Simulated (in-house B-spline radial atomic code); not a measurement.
# Lu⁶⁺: ionisation energy by several methods

Aim: the ionisation energy of Lu⁶⁺ by several methods, each as the difference of two self-consistent energies (Lu⁶⁺ and the next ion, [Kr] 4d10 4f13 5s2 5p3).

Program: in-house B-spline radial atomic code version 1. Level of theory: scalar-relativistic (X2C), several functionals, spin-polarised; spherical all-electron atom at the radial basis limit. These are calculated values, not measurements, unless marked.

## (1) The system

- element: lutetium (Z = 71)
- charge: +6
- electrons: 65
- configuration: [Kr] 4d10 4f13 5s2 5p4
- nucleus: Fermi, rms radius 5.370 fm

The outer shells:

[Kr] 4d10 4f13 5s2 5p4
```
[Kr] core
4d [↑↓][↑↓][↑↓][↑↓][↑↓]
4f [↑↓][↑↓][↑↓][↑↓][↑↓][↑↓][↑ ]
5s [↑↓]
5p [↑↓][↑ ][↑ ]
```

Where spins are not typed, each open shell is filled with up spins first.

## (2) r2SCAN

Settings of the run:

```ini
Z = 71
electrons = 65.0
configuration = [Kr] 4d10 4f13 5s2 5p4
hamiltonian = x2c
method = r2scan
spin_polarised = True
nucleus = fermi
rms_radius = 5.37
mass_number = 175
atomic_mass = 174.940777211
speed_of_light = 137.035999084
```

## (3) BP86

Settings: those of step 2 with these lines changed.

```diff
@@ -4,3 +4,3 @@
 hamiltonian = x2c
-method = r2scan
+method = b88,p86
 spin_polarised = True
```

## (4) PBEsol

Settings: those of step 3 with these lines changed.

```diff
@@ -4,3 +4,3 @@
 hamiltonian = x2c
-method = b88,p86
+method = pbesol
 spin_polarised = True
```

## (5) TPSS

Settings: those of step 4 with these lines changed.

```diff
@@ -4,3 +4,3 @@
 hamiltonian = x2c
-method = pbesol
+method = tpss,tpss
 spin_polarised = True
```

## (6) BLYP

Settings: those of step 5 with these lines changed.

```diff
@@ -4,3 +4,3 @@
 hamiltonian = x2c
-method = tpss,tpss
+method = b88,lyp
 spin_polarised = True
```

## (7) LDA (VWN5)

Settings: those of step 6 with these lines changed.

```diff
@@ -4,3 +4,3 @@
 hamiltonian = x2c
-method = b88,lyp
+method = lda,vwn
 spin_polarised = True
```

Before running: The tabulated ionisation energy is 117 ± 6 eV (tabulated theoretical; NIST Atomic Spectra Database). What does each method give, and which comes nearest?

The runs gave:

| method | rung | total energy (hartree) | ΔSCF (eV) | −ε highest (eV) | ΔSCF less tabulated (eV) |
| --- | --- | --- | --- | --- | --- |
| LDA (VWN5) | LDA | -14544.0782 | 114.88 | 93.45 (4f down) | -2.12 |
| BP86 | GGA | -14555.6251 | 114.39 | 93.13 (4f down) | -2.61 |
| PBEsol | GGA | -14548.9689 | 114.23 | 93.06 (4f down) | -2.77 |
| BLYP | GGA | -14554.6762 | 114.22 | 92.78 (4f down) | -2.78 |
| r2SCAN | meta-GGA | -14553.7992 | 113.75 | 92.94 (4f down) | -3.25 |
| TPSS | meta-GGA | -14553.3398 | 113.99 | 92.75 (4f down) | -3.01 |

**Reading.** Tables give 117 ± 6 eV (tabulated theoretical; NIST Atomic Spectra Database) for the ionisation energy. LDA (VWN5) misses by -2.12 eV, the least, and r2SCAN by -3.25 eV (2.8 %), the most. Mean absolute error by rung (exchange-only levels left out): LDA 2.12 eV, GGA 2.72 eV, meta-GGA 3.13 eV. The table's own uncertainty is as large as these misses, so the order means little. All methods miss on the same side by much the same amount, which points to something that they share. Relativistic terms that these runs lack can be as large as the gaps between close methods, so the nearest may be so by luck. Spin-orbit coupling is left out. Open shells are averaged (over orientations, and over spins where the run is restricted), while tables refer to the lowest levels. ΔSCF removes a 5p electron, which is never the highest level here, so the two columns refer to different electrons.
